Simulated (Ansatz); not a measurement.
Write a Python script for Ansatz 0.2.0, Python API that makes the energy of protonation at one site of H₃SSb, SMILES [SH][SbH2]. Use (for the species named): r2SCAN, def2-SVP basis, multiplicity 1.

```xyz
5

S     0.9747   -0.7271    1.0310
Sb   -0.0095    0.3250   -1.0128
H     0.3384   -1.9364    0.6966
H    -1.5555    0.3209   -0.3357
H     0.3019    1.9439   -0.4205
```

`h3ssb.py`
```python
"""Adding a proton to H3SSb."""

import ansatz
import numpy as np

geometry_ang = [
    ("S", [0.9747, -0.7271, 1.031]),
    ("Sb", [-0.0095, 0.325, -1.0128]),
    ("H", [0.3384, -1.9364, 0.6966]),
    ("H", [-1.5555, 0.3209, -0.3357]),
    ("H", [0.3019, 1.9439, -0.4205]),
]
h3ssb = ansatz.Crystal.molecule()
for symbol, xyz in geometry_ang:
    h3ssb = h3ssb.atom(symbol, xyz)

base = (
    h3ssb.calculation()
    .basis(gaussian="def2-SVP")
    .functional("r2scan")
)
symbols = [site.symbol for site in h3ssb.cartesian_sites]
start = np.array([site.position_ang for site in h3ssb.cartesian_sites], dtype=float)
data = base.relax(force_tolerance=0.01).run(threads=1).report
end = np.array(data["positions_ang"])

# start the new hydrogen opposite the existing bonds
away = sum((end[0] - end[j]) / np.linalg.norm(end[0] - end[j]) for j in [1, 2]) + np.array([0.15, 0.1, -0.2])
proton = end[0] + 1.4 * away / np.linalg.norm(away)
acid = ansatz.Crystal.molecule()
for symbol, place in zip(symbols, end):
    acid = acid.atom(symbol, place.tolist())
acid = acid.atom("H", proton.tolist())
protonated = acid.calculation()
protonated = protonated.basis(gaussian="def2-SVP")
protonated = protonated.functional("r2scan")
protonated = protonated.charge(1)
protonated = protonated.relax(force_tolerance=0.01, max_steps=80)
after = protonated.run(threads=1).report
xyz = np.array(after["positions_ang"])
reach = np.linalg.norm(xyz[:-1] - xyz[-1], axis=1)
print(f"base {data['free_energy_ev']:.5f} eV, protonated {after['free_energy_ev']:.5f} eV")
print(f"the proton ends {reach.min():.3f} A from {symbols[reach.argmin()]}{reach.argmin()}")
print(f"electronic proton affinity {(data['free_energy_ev'] - after['free_energy_ev']):.3f} eV")
```

Running `python h3ssb.py` prints:
```text
base -17420.23121 eV, protonated -17428.65595 eV
the proton ends 1.360 A from S0
electronic proton affinity 8.425 eV
```

Reading the output:
- Total energies depend on the basis set; only differences at equal settings carry meaning.
- The proton is put on one chosen atom, which needn't be the most basic site, so the molecule's proton affinity can be higher; the ends are stationary points, not checked by frequencies, and zero-point and thermal terms count only where printed.
- def2 sets replace the cores of elements past krypton by effective core potentials.
- It ran for 56 s on 1 thread of AMD EPYC 9B14 (Zen 4), on a shared host, peak memory 0.2 GiB.
